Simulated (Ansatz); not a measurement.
# Al: a trigonal deformation path

This session takes Al and sets out to follow a trigonal deformation at fixed volume.

Program: Ansatz 0.2.0. Level of theory: DFT r2SCAN, scalar-relativistic, plane waves, PAW. These are calculated values, not measurements.

## 1. The starting structure

It takes space group Im-3m (No. 229, cubic). The conventional cell has a = 3.182 Å, b = 3.182 Å, c = 3.182 Å, α = 90.00°, β = 90.00°, γ = 90.00°. Al (site symmetry m-3m) is surrounded by 8 Al at 2.76 Å.

Coordinates:

```cif
data_structure
_symmetry_space_group_name_H-M 'Im-3m'
_symmetry_Int_Tables_number 229
_cell_length_a 3.1824
_cell_length_b 3.1824
_cell_length_c 3.1824
_cell_angle_alpha 90.000
_cell_angle_beta 90.000
_cell_angle_gamma 90.000
_cell_volume 32.23
loop_
_atom_site_label
_atom_site_type_symbol
_atom_site_symmetry_multiplicity
_atom_site_Wyckoff_symbol
_atom_site_fract_x
_atom_site_fract_y
_atom_site_fract_z
_atom_site_occupancy
Al1 Al 2 a 0.00000 0.00000 0.00000 1
```

It goes back to an entry of the Materials Project, which need not be the stable form.

No relaxation comes first: the listed cell is the starting point.

## 2. The reference cell

The reference gives a free energy of -540.2994 eV, pressure 0.49 GPa, largest force 0.000 eV/Å and gap on the mesh none (metal). It was computed beforehand with the settings of the runs below.

## 3. Setting up a trigonal deformation path

At fixed volume and fractional coordinates, lengths along (0.577, 0.577, 0.577) are scaled against those across it; ρ is that ratio over its starting value.

## 4. Point ρ = 0.500

The input, input.yaml:

```yaml
crystal:
  lattice:
    - [-2.3389449096, 1.6706749354, 1.6706749354]
    - [1.6706749354, -2.3389449096, 1.6706749354]
    - [1.6706749354, 1.6706749354, -2.3389449096]
  atoms:
    - { symbol: Al, position: [0.0, 0.0, 0.0] }
basis:
  ecutwfc: 500
kpoints:
  mp_grid: { grid: [24, 24, 24] }
hamiltonian:
  xc: r2scan
scf:
  occupations: { method: gaussian, width: 0.15 }
output:
  forces: true
  stress: true
  eigenvalues: true
```

Launch:

```console
ansatz run input.yaml --threads 1 --pin off --max-ram 2560MiB --backend cpu --events-out ev --progress --plain --runs-dir out
```

The session goes on with these runs: ρ = 2.000; At ρ = 0.710; point ρ = 1.410; ρ = 0.600; ρ = 0.850; point ρ = 1.200; At ρ = 1.700; point ρ = 0.930; point ρ = 1.080.

What does the calculation give? Wanted: highest point.

As calculated:

| quantity | value |
| --- | --- |
| highest point | 5735.1 meV/atom at ρ = 0.500 |

**Reading.** No sampled point lies below the undisturbed cell. No further minimum shows among the sampled points. At ρ = 2.000 the cell takes another symmetry, Pm-3m, 531.6 meV/atom from the start at this fixed volume.
